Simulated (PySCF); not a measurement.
# C₄H₆SSi: electronic excitations and core binding energies

Aim: predict the electronic excitations and core binding energies of C₄H₆SSi (`C#CC(=C)[SiH2]S`).

Programs: PySCF 2.14.0, with density-fitted response routines of our own. Each step states its level of theory. These are calculated values for one molecule in the gas phase, unless marked as measured. Atoms count from 0, in the outputs and in this text.

### Step 1. The starting structure

12 atoms, charge 0, multiplicity 1; geometry from: GFN2-xTB.

Bonds of the start (Å): C0–C1 1.20, C1–C2 1.41, C2–C3 1.34, C2–Si4 1.89, Si4–S5 2.15, C0–H6 1.05, C3–H7 1.08, C3–H8 1.08, Si4–H9 1.46, Si4–H10 1.46, S5–H11 1.33.

### Step 2. TDDFT and polarisability: CAM-B3LYP/def2-SVPD

The job: settings as JSON, then the geometry in Å.

```
{"job": {"kind": "uv", "xc": "CAM-B3LYP", "basis": "def2-SVPD", "nstates": 8, "ntriplets": 3}, "charge": 0, "multiplicity": 1}
C      1.844628    -1.256267    -1.765975
C      1.228228    -0.651466    -0.931232
C      0.459717     0.051210     0.023275
C      1.022331     0.534790     1.133197
Si    -1.371732     0.257467    -0.415328
S     -2.437616     1.053422     1.278651
H      2.403500    -1.780176    -2.482892
H      0.445979     1.075611     1.866074
H      2.073547     0.410250     1.341581
H     -1.958806    -1.037655    -0.750066
H     -1.575306     1.262695    -1.447780
H     -2.133273     0.079433     2.124469
```

Method: TDDFT CAM-B3LYP/def2-SVPD, vertical, gas phase, core orbitals frozen in the response.

The run is started by

```
OMP_NUM_THREADS=1 python probes_run.py task.json out
```

One launch serves the whole session: the jobs run in the order shown.

What it wrote:

```text
coarse grid: 11312 points
cycle   1  E = -843.1093391236  dE =  6.854e-01  |g| = 3.406e-01  |ddm| = 1.346e+01
cycle   2  E = -843.1321589228  dE = -2.282e-02  |g| = 2.314e-01  |ddm| = 2.250e+00
cycle   3  E = -843.1471881329  dE = -1.503e-02  |g| = 5.058e-02  |ddm| = 7.587e-01
cycle   4  E = -843.1475444587  dE = -3.563e-04  |g| = 3.971e-02  |ddm| = 2.111e-01
cycle   5  E = -843.1479394330  dE = -3.950e-04  |g| = 5.788e-03  |ddm| = 1.045e-01
cycle   6  E = -843.1479476057  dE = -8.173e-06  |g| = 2.043e-03  |ddm| = 2.863e-02
final grid: 100736 points
cycle   7  E = -843.2546283800  dE = -1.714e-05  |g| = 2.934e-03  |ddm| = 1.026e-01
cycle   8  E = -843.2546269682  dE =  1.412e-06  |g| = 3.780e-03  |ddm| = 1.166e-02
cycle   9  E = -843.2546305586  dE = -3.590e-06  |g| = 4.694e-04  |ddm| = 6.063e-03
cycle  10  E = -843.2546306065  dE = -4.797e-08  |g| = 1.691e-04  |ddm| = 1.194e-03
cycle  11  E = -843.2546306131  dE = -6.579e-09  |g| = 6.184e-05  |ddm| = 4.553e-04
cycle  12  E = -843.2546306142  dE = -1.121e-09  |g| = 5.597e-06  |ddm| = 1.793e-04
cycle  13  E = -843.2546306143  dE = -1.887e-11  |g| = 2.131e-06  |ddm| = 2.615e-05
converged SCF energy = -843.2546306143

Static polarisability (au): isotropic 94.602, principal 67.116 90.267 126.423

Singlet excitations
state   eV       nm        f      main configurations
  1   5.1592    240.3   0.00110   H-2->L 0.55, H-1->L 0.35
  2   5.5583    223.1   0.15760   H->L 0.78
  3   6.0374    205.4   0.00900   H-1->L 0.52, H-2->L 0.30
  4   6.1762    200.7   0.01113   H->L+1 0.28, H-1->L+1 0.26, H-1->L+3 0.11
  5   6.1975    200.1   0.00398   H-1->L+1 0.34, H->L+3 0.18, H->L+1 0.10
  6   6.4767    191.4   0.01984   H-1->L+2 0.39, H-1->L+1 0.20, H-1->L+3 0.12
  7   7.0375    176.2   0.00621   H->L+2 0.73, H->L+3 0.14
  8   7.1115    174.3   0.00295   H-5->L 0.72

Triplet excitations (Tamm-Dancoff, eV): 3.4099 4.8568 5.5160
```

It took 60 s on 1 thread of Arm Neoverse N1, shared host; peak memory 0.76 GiB.

The orbitals next to the gap, with their largest atomic shares:

| orbital | eV | atoms |
| --- | --- | --- |
| HOMO−3 | -10.71 | S5 59 %, Si4 16 %, H9 6 % |
| HOMO−2 | -9.47 | C0 32 %, C1 30 %, S5 17 % |
| HOMO−1 | -8.77 | S5 64 %, Si4 8 %, C0 6 % |
| HOMO | -8.66 | C0 25 %, C3 23 %, C1 21 % |
| LUMO | -0.27 | C3 32 %, C2 23 %, C0 13 % |
| LUMO+1 | 0.73 | S5 39 %, Si4 20 %, H11 12 % |
| LUMO+2 | 1.17 | S5 25 %, Si4 23 %, C0 15 % |

With each of the 8 states as a Gaussian band of 0.4 eV half-width at 1/e, the curve within the window shown has maxima at 222 nm (ε 6,500) L/(mol cm). Beyond the last state computed it falls off for lack of states. The curve at chosen wavelengths:

| nm | ε (L/mol/cm) |
| --- | --- |
| 167 | 176 |
| 171 | 325 |
| 175 | 459 |
| 179 | 588 |
| 184 | 842 |
| 188 | 1124 |
| 192 | 1401 |
| 196 | 1642 |
| 200 | 1936 |
| 204 | 2462 |
| 209 | 3625 |
| 213 | 4836 |
| 217 | 5926 |
| 221 | 6510 |
| 225 | 6381 |
| 229 | 5611 |
| 234 | 4152 |
| 238 | 2951 |
| 242 | 1938 |
| 246 | 1187 |
| 250 | 684 |
| 254 | 374 |
| 259 | 166 |
| 263 | 83 |
| 267 | 40 |
| 271 | 19 |

Leading natural transition orbitals of singlet state 2: the hole lies on C0 37 %; C1 26 %; C3 18 %; the particle on C2, C3 about 21 % each; C0 17 %; C1 11 %.

Leading natural transition orbitals of singlet state 1: the hole lies on C0 38 %; C1 29 %; C2 10 %; the particle on C3 25 %; C0, C2 about 19 % each; C1 12 %.

Ground-state properties from the same run:

| property | computed |
| --- | --- |
| dipole moment (D) | 1.31 |
| polarisability (Å³) | 14.02 |
| HOMO–LUMO gap (eV) | 8.39 |
| −ε(HOMO) (eV) | 8.66 |

Orbitals, density, ELF and potential are computed afterwards from the orbital file.

Frontier orbitals at CAM-B3LYP/def2-SVPD, with the share of their density that lies nearest to each atom:

| orbital | energy (eV) | lies on |
| --- | --- | --- |
| HOMO | -8.66 | C0, C3 about 26 % each; C1, C2 about 16 % each |
| LUMO | -0.27 | C2, C3 about 24 % each; C0 13 %; H7, H8 about 9 % each |

ELF in a plane through or near 8 of the atoms.

Values, 10 rows by 14 columns:
```
0.00 0.00 0.00 0.00 0.00 0.00 0.00 0.00 0.00 0.00 0.00 0.00 0.00 0.00
0.00 0.00 0.00 0.00 0.00 0.00 0.05 0.00 0.00 0.00 0.00 0.00 0.00 0.00
0.00 0.00 0.00 0.00 0.00 0.89 0.99 0.20 0.59 0.02 0.00 0.00 0.00 0.00
0.00 0.00 0.00 0.01 0.03 0.18 0.94 0.38 1.00 0.04 0.07 0.01 0.00 0.00
0.00 0.00 0.05 0.48 0.75 0.61 0.52 0.73 0.03 0.52 0.72 0.40 0.03 0.00
0.00 0.01 0.89 0.92 0.33 0.28 0.75 0.96 0.30 0.68 0.76 0.82 0.24 0.00
0.00 0.00 0.88 0.90 0.68 0.60 0.04 0.10 0.51 0.78 0.92 0.84 0.19 0.00
0.00 0.00 0.00 0.06 0.16 0.03 0.03 0.76 0.71 0.06 0.34 0.21 0.01 0.00
0.00 0.00 0.00 0.00 0.00 0.00 0.00 0.09 0.07 0.00 0.00 0.00 0.00 0.01
0.00 0.00 0.00 0.00 0.00 0.00 0.00 0.00 0.00 0.00 0.00 0.00 0.00 0.00
```
The map spans 12.8 Å across and 10.0 Å up, centred on the molecule. Atoms in the plane (x, y in Å): C0 (-2.8, -0.4), C1 (-1.7, -0.1), C2 (-0.3, 0.3), C3 (0.0, 1.6), Si4 (0.9, -1.1), S5 (2.9, -0.3), H6 (-3.8, -0.7), H8 (-0.7, 2.4).

log10 of the density (e/Å³) in the same plane.

Values, 10 rows by 14 columns:
```
-4.0 -4.0 -4.0 -4.0 -4.0 -4.0 -4.0 -4.0 -4.0 -4.0 -4.0 -4.0 -4.0 -4.0
-4.0 -4.0 -4.0 -4.0 -4.0 -3.1 -2.5 -2.8 -3.2 -4.0 -4.0 -4.0 -4.0 -4.0
-4.0 -4.0 -4.0 -4.0 -3.2 -1.6 -0.6 -1.2 -1.5 -2.6 -3.5 -4.0 -4.0 -4.0
-4.0 -4.0 -3.7 -2.7 -2.2 -1.3  0.0  0.2 -0.1 -1.7 -2.1 -2.7 -3.7 -4.0
-4.0 -3.5 -2.3 -1.2 -0.6 -0.3  0.1  0.0 -1.1 -0.8 -0.4 -1.3 -2.5 -4.0
-4.0 -2.9 -1.2  0.1  1.0  0.9  0.0  0.0 -0.5  0.0  2.2 -0.6 -1.9 -3.7
-4.0 -3.1 -1.4 -0.5 -0.5 -0.9 -1.3 -0.3  0.8 -0.4 -0.3 -1.0 -2.2 -3.4
-4.0 -4.0 -2.9 -2.3 -2.1 -2.2 -2.0 -0.8 -0.7 -1.6 -1.7 -2.2 -2.8 -2.9
-4.0 -4.0 -4.0 -3.9 -3.8 -3.6 -2.9 -2.2 -2.2 -2.8 -3.3 -3.4 -3.1 -2.9
-4.0 -4.0 -4.0 -4.0 -4.0 -4.0 -4.0 -3.7 -3.7 -4.0 -4.0 -4.0 -3.6 -3.3
```
The map spans 12.8 Å across and 10.0 Å up, centred on the molecule. Atoms in the plane (x, y in Å): C0 (-2.8, -0.4), C1 (-1.7, -0.1), C2 (-0.3, 0.3), C3 (0.0, 1.6), Si4 (0.9, -1.1), S5 (2.9, -0.3), H6 (-3.8, -0.7), H8 (-0.7, 2.4).

On the surface of density 0.002 e/bohr³ the electrostatic potential runs, from the 1st to the 99th percentile, from -0.75 V near S5 to 1.40 V near H6.

### Step 3. X-ray photoelectron lines: SCAN, X2C

Settings changed since step 2:

```diff
@@ -1,2 +1,2 @@
-{"job": {"kind": "uv", "xc": "CAM-B3LYP", "basis": "def2-SVPD", "nstates": 8, "ntriplets": 3}, "charge": 0, "multiplicity": 1}
+{"job": {"kind": "xps"}, "charge": 0, "multiplicity": 1}
 C      1.844628    -1.256267    -1.765975
```

Method: delta-SCF UKS SCAN, pcX-2 on the ionised atom, pcseg-1 elsewhere, spin-free X2C.

What it wrote:

```text
ground state, core basis on atom 0 (C), 153 functions
  cycle   1  E = -845.06396876  |g| = 4.74e-01
  cycle   2  E = -845.04709624  |g| = 5.22e-01
  cycle   3  E = -845.12772988  |g| = 6.19e-02
  cycle   4  E = -845.12794230  |g| = 6.00e-02
  cycle   5  E = -845.12878219  |g| = 1.65e-02
  cycle   6  E = -845.12886217  |g| = 4.90e-03
  cycle   7  E = -845.12886750  |g| = 2.13e-03
  cycle   8  E = -845.12886830  |g| = 7.46e-04
  cycle   9  E = -845.12886919  |g| = 1.70e-04
  E(ground) = -845.18148119 Eh
hole in C 1s of atom 0
  cycle   1  E = -833.88017324  |g| = 1.51e+00
  cycle   2  E = -830.67918976  |g| = 2.43e+00
  cycle   3  E = -833.99271581  |g| = 8.24e-01
  cycle   4  E = -834.30250279  |g| = 5.80e-01
  cycle   5  E = -834.42746665  |g| = 2.86e-01
  cycle   6  E = -834.46744655  |g| = 6.10e-02
  cycle   7  E = -834.46961323  |g| = 2.01e-02
  cycle   8  E = -834.46987506  |g| = 1.45e-02
  cycle   9  E = -834.47007804  |g| = 7.97e-03
  cycle  10  E = -834.47019367  |g| = 4.93e-03
  cycle  11  E = -834.47025132  |g| = 3.28e-03
  cycle  12  E = -834.47026518  |g| = 1.71e-03
  cycle  13  E = -834.47027229  |g| = 8.66e-04
  cycle  14  E = -834.47027463  |g| = 4.87e-04
  E(ion) = -834.52203799 Eh   <S^2> = 0.8341   hole on atom = 1.000   binding energy = 290.058 eV
ground state, core basis on atom 1 (C), 153 functions
  cycle   1  E = -845.12890998  |g| = 6.57e-02
  cycle   2  E = -845.12684241  |g| = 9.35e-02
  cycle   3  E = -845.12859551  |g| = 4.77e-02
  cycle   4  E = -845.12920866  |g| = 9.65e-03
  cycle   5  E = -845.12923399  |g| = 1.70e-03
  cycle   6  E = -845.12923197  |g| = 5.13e-04
  cycle   7  E = -845.12923211  |g| = 1.48e-04
  E(ground) = -845.18210897 Eh
hole in C 1s of atom 1
  cycle   1  E = -833.87001952  |g| = 1.51e+00
  cycle   2  E = -827.68666270  |g| = 2.85e+00
  cycle   3  E = -832.82618330  |g| = 1.38e+00
  cycle   4  E = -834.41390646  |g| = 2.24e-01
  cycle   5  E = -834.37098705  |g| = 3.50e-01
  cycle   6  E = -834.44162041  |g| = 6.18e-02
  cycle   7  E = -834.44438250  |g| = 1.76e-02
  cycle   8  E = -834.44474303  |g| = 1.52e-02
  cycle   9  E = -834.44501878  |g| = 1.00e-02
  cycle  10  E = -834.44533854  |g| = 6.82e-03
  cycle  11  E = -834.44548299  |g| = 4.52e-03
  cycle  12  E = -834.44554136  |g| = 2.70e-03
  cycle  13  E = -834.44556491  |g| = 1.66e-03
  cycle  14  E = -834.44557348  |g| = 8.71e-04
  cycle  15  E = -834.44557794  |g| = 5.26e-04
  cycle  16  E = -834.44557868  |g| = 2.67e-04
  E(ion) = -834.49703453 Eh   <S^2> = 0.8911   hole on atom = 1.000   binding energy = 290.756 eV
ground state, core basis on atom 2 (C), 153 functions
  cycle   1  E = -845.12710964  |g| = 6.06e-02
  cycle   2  E = -845.12644237  |g| = 5.51e-02
  cycle   3  E = -845.12639322  |g| = 5.55e-02
  cycle   4  E = -845.12723527  |g| = 1.24e-02
  cycle   5  E = -845.12727483  |g| = 1.70e-03
  cycle   6  E = -845.12727547  |g| = 4.77e-04
  E(ground) = -845.17951378 Eh
hole in C 1s of atom 2
  cycle   1  E = -833.84630968  |g| = 1.52e+00
  cycle   2  E = -831.07026754  |g| = 2.44e+00
  cycle   3  E = -833.91101609  |g| = 8.85e-01
  cycle   4  E = -834.25946339  |g| = 5.30e-01
  cycle   5  E = -834.37765312  |g| = 3.01e-01
  cycle   6  E = -834.43157500  |g| = 7.05e-02
  cycle   7  E = -834.43449525  |g| = 1.81e-02
  cycle   8  E = -834.43477513  |g| = 1.19e-02
  cycle   9  E = -834.43495150  |g| = 8.52e-03
  cycle  10  E = -834.43507952  |g| = 6.38e-03
  cycle  11  E = -834.43525712  |g| = 5.77e-03
  cycle  12  E = -834.43549374  |g| = 4.32e-03
  cycle  13  E = -834.43557371  |g| = 2.96e-03
  cycle  14  E = -834.43560761  |g| = 1.65e-03
  cycle  15  E = -834.43561426  |g| = 1.45e-03
  cycle  16  E = -834.43561584  |g| = 7.98e-04
  cycle  17  E = -834.43561613  |g| = 4.59e-04
  E(ion) = -834.48692082 Eh   <S^2> = 0.8912   hole on atom = 1.000   binding energy = 290.960 eV
ground state, core basis on atom 3 (C), 153 functions
  cycle   1  E = -845.12511928  |g| = 6.07e-02
  cycle   2  E = -845.12435716  |g| = 5.88e-02
  cycle   3  E = -845.12478202  |g| = 4.24e-02
  cycle   4  E = -845.12530299  |g| = 5.51e-03
  cycle   5  E = -845.12531207  |g| = 2.13e-03
  cycle   6  E = -845.12531335  |g| = 6.13e-04
  cycle   7  E = -845.12531244  |g| = 1.51e-04
  E(ground) = -845.17746345 Eh
hole in C 1s of atom 3
  cycle   1  E = -833.85747584  |g| = 1.51e+00
  cycle   2  E = -832.33826337  |g| = 2.17e+00
  cycle   3  E = -834.17597901  |g| = 6.83e-01
  cycle   4  E = -834.20889647  |g| = 6.28e-01
  cycle   5  E = -834.43728285  |g| = 1.90e-01
  cycle   6  E = -834.45550405  |g| = 4.80e-02
  cycle   7  E = -834.45681926  |g| = 1.63e-02
  cycle   8  E = -834.45698157  |g| = 7.93e-03
  cycle   9  E = -834.45704831  |g| = 4.46e-03
  cycle  10  E = -834.45709132  |g| = 2.79e-03
  cycle  11  E = -834.45711986  |g| = 2.17e-03
  cycle  12  E = -834.45713261  |g| = 1.02e-03
  cycle  13  E = -834.45713499  |g| = 5.06e-04
  cycle  14  E = -834.45713418  |g| = 2.67e-04
  E(ion) = -834.50844069 Eh   <S^2> = 0.8121   hole on atom = 1.000   binding energy = 290.319 eV
ground state, core basis on atom 4 (Si), 164 functions
  cycle   1  E = -845.21986719  |g| = 2.87e-01
  cycle   2  E = -845.21962190  |g| = 5.06e-02
  cycle   3  E = -845.21795217  |g| = 8.47e-02
  cycle   4  E = -845.21993295  |g| = 2.68e-02
  cycle   5  E = -845.22011536  |g| = 7.02e-03
  cycle   6  E = -845.22012744  |g| = 1.80e-03
  cycle   7  E = -845.22013055  |g| = 2.62e-04
  E(ground) = -845.23028262 Eh
hole in Si 1s of atom 4
  cycle   1  E = -776.26708740  |g| = 4.35e+00
  cycle   2  E = -774.85359856  |g| = 2.65e+00
  cycle   3  E = -771.99646497  |g| = 2.44e+00
  cycle   4  E = -777.23554985  |g| = 3.99e-01
  cycle   5  E = -777.19171686  |g| = 4.92e-01
  cycle   6  E = -777.30982305  |g| = 2.11e-01
  cycle   7  E = -777.33306313  |g| = 5.87e-02
  cycle   8  E = -777.33509714  |g| = 1.54e-02
  cycle   9  E = -777.33521249  |g| = 9.75e-03
  cycle  10  E = -777.33525598  |g| = 4.80e-03
  cycle  11  E = -777.33527069  |g| = 1.17e-03
  cycle  12  E = -777.33527135  |g| = 4.89e-04
  E(ion) = -777.35428666 Eh   <S^2> = 0.7526   hole on atom = 1.000   binding energy = 1847.000 eV
hole in Si 2p of atom 4
  cycle   1  E = -840.92521835  |g| = 1.24e+00
  cycle   2  E = -840.34718183  |g| = 1.41e+00
  cycle   3  E = -841.05834893  |g| = 5.63e-01
  cycle   4  E = -841.21929467  |g| = 2.77e-01
  cycle   5  E = -841.24842129  |g| = 1.38e-01
  cycle   6  E = -841.25718538  |g| = 5.70e-02
  cycle   7  E = -841.25913945  |g| = 1.75e-02
  cycle   8  E = -841.25932769  |g| = 3.66e-03
  cycle   9  E = -841.25933533  |g| = 1.85e-03
  cycle  10  E = -841.25933892  |g| = 3.84e-04
  E(ion) = -841.28154320 Eh   <S^2> = 0.7525   hole on atom = 1.003   binding energy = 107.451 eV
  2p3/2 = 107.200 eV   2p1/2 = 107.825 eV
ground state, core basis on atom 5 (S), 164 functions
  cycle   1  E = -845.27038310  |g| = 4.05e-01
  cycle   2  E = -845.27027949  |g| = 4.39e-02
  cycle   3  E = -845.26954531  |g| = 6.58e-02
  cycle   4  E = -845.27073056  |g| = 2.23e-02
  cycle   5  E = -845.27084747  |g| = 8.29e-03
  cycle   6  E = -845.27086529  |g| = 1.52e-03
  cycle   7  E = -845.27086674  |g| = 4.08e-04
  E(ground) = -845.30838737 Eh
hole in S 1s of atom 5
  cycle   1  E = -753.03425858  |g| = 5.08e+00
  cycle   2  E = -750.25075197  |g| = 2.89e+00
  cycle   3  E = -734.30613323  |g| = 3.71e+00
  cycle   4  E = -754.18722456  |g| = 3.23e-01
  cycle   5  E = -754.09232112  |g| = 4.83e-01
  cycle   6  E = -754.24130965  |g| = 1.26e-01
  cycle   7  E = -754.24559957  |g| = 9.03e-02
  cycle   8  E = -754.24969887  |g| = 2.51e-02
  cycle   9  E = -754.25002456  |g| = 6.20e-03
  cycle  10  E = -754.25004259  |g| = 1.98e-03
  cycle  11  E = -754.25004405  |g| = 8.71e-04
  cycle  12  E = -754.25004554  |g| = 1.66e-04
  E(ion) = -754.27924730 Eh   <S^2> = 0.7513   hole on atom = 1.000   binding energy = 2477.029 eV
hole in S 2p of atom 5
  cycle   1  E = -838.59243604  |g| = 1.52e+00
  cycle   2  E = -836.03074720  |g| = 2.09e+00
  cycle   3  E = -837.05806111  |g| = 1.51e+00
  cycle   4  E = -839.00573405  |g| = 2.20e-01
  cycle   5  E = -839.02634682  |g| = 1.17e-01
  cycle   6  E = -839.02485197  |g| = 1.28e-01
  cycle   7  E = -839.03356727  |g| = 3.96e-02
  cycle   8  E = -839.03439061  |g| = 9.63e-03
  cycle   9  E = -839.03441867  |g| = 6.11e-03
  cycle  10  E = -839.03444137  |g| = 1.12e-03
  cycle  11  E = -839.03444276  |g| = 3.49e-04
  E(ion) = -839.07895339 Eh   <S^2> = 0.7534   hole on atom = 1.001   binding energy = 169.512 eV
  2p3/2 = 169.250 eV   2p1/2 = 170.494 eV
```

It took 3 min on 1 thread of Arm Neoverse N1, shared host; peak memory 0.67 GiB.

The holes in one table. −ε is the ground-state orbital energy:

| hole | stands for | environment | ΔSCF (eV; 2p as the shell's mean) | −ε (eV) | ⟨S²⟩ |
| --- | --- | --- | --- | --- | --- |
| C1s on C0 | C0 | terminal alkyne carbon | 290.06 | 273.7 | 0.834 |
| C1s on C1 | C1 | alkyne carbon | 290.76 (doubtful) | 274.0 | 0.891 |
| C1s on C2 | C2 | fully substituted alkene carbon | 290.96 (doubtful) | 274.6 | 0.891 |
| C1s on C3 | C3 | terminal =CH2 carbon | 290.32 | 274.3 | 0.812 |
| Si1s on Si4 | Si4 | silicon bonded to C, S, 2 H | 1847.00 | 1794.1 | 0.753 |
| Si2p on Si4 | Si4 | silicon bonded to C, S, 2 H | 107.41 | 96.9 | 0.752 |
| S1s on S5 | S5 | sulfur bonded to Si, H | 2477.03 | 2414.9 | 0.751 |
| S2p on S5 | S5 | sulfur bonded to Si, H | 169.66 | 158.0 | 0.753 |

Doubtful: the ion did not converge, its hole moved, or its ⟨S²⟩ is well above 0.75.

With the spin-orbit splitting: Si4 2p3/2 107.20, 2p1/2 107.82 eV; S5 2p3/2 169.25, 2p1/2 170.49 eV. The table gives each 2p level as the mean over the whole 2p shell (two parts 2p3/2, one part 2p1/2), which differs a little from the single hole in the log.

### Step 4. What came out

| quantity | value |
| --- | --- |
| lowest singlet (CAM-B3LYP/def2-SVPD) | 5.16 eV (240 nm), f = 0.001 |
| brightest single state of those computed | state 2, 5.56 eV, f = 0.158 |
| lowest triplet | 3.41 eV |
| surface potential, 1st and 99th percentile | -0.75 V and 1.40 V |
| C1s binding energies, SCAN/pcX-2 (standing for 2 of 4 atoms) | C3 290.32, C0 290.06 eV |
| Si1s binding energies, SCAN/pcX-2 | Si4 1847.00 eV |
| Si2p binding energies, SCAN/pcX-2 | Si4 107.41 eV |
| S1s binding energies, SCAN/pcX-2 | S5 2477.03 eV |
| S2p binding energies, SCAN/pcX-2 | S5 169.66 eV |

The first singlet state (HOMO−2→LUMO 0.55, HOMO−1→LUMO 0.35) lies at 5.16 eV and is weak; of the 8 states computed, the strongest absorption comes from state 2 at 5.56 eV. The lowest triplet lies 1.75 eV below the lowest singlet (triplets in Tamm-Dancoff, singlets in full TDDFT). C3 (terminal =CH2 carbon) binds its C1s electron 0.26 eV more tightly than C0 (terminal alkyne carbon). Only 2 of the 4 C atoms are covered by sound results.
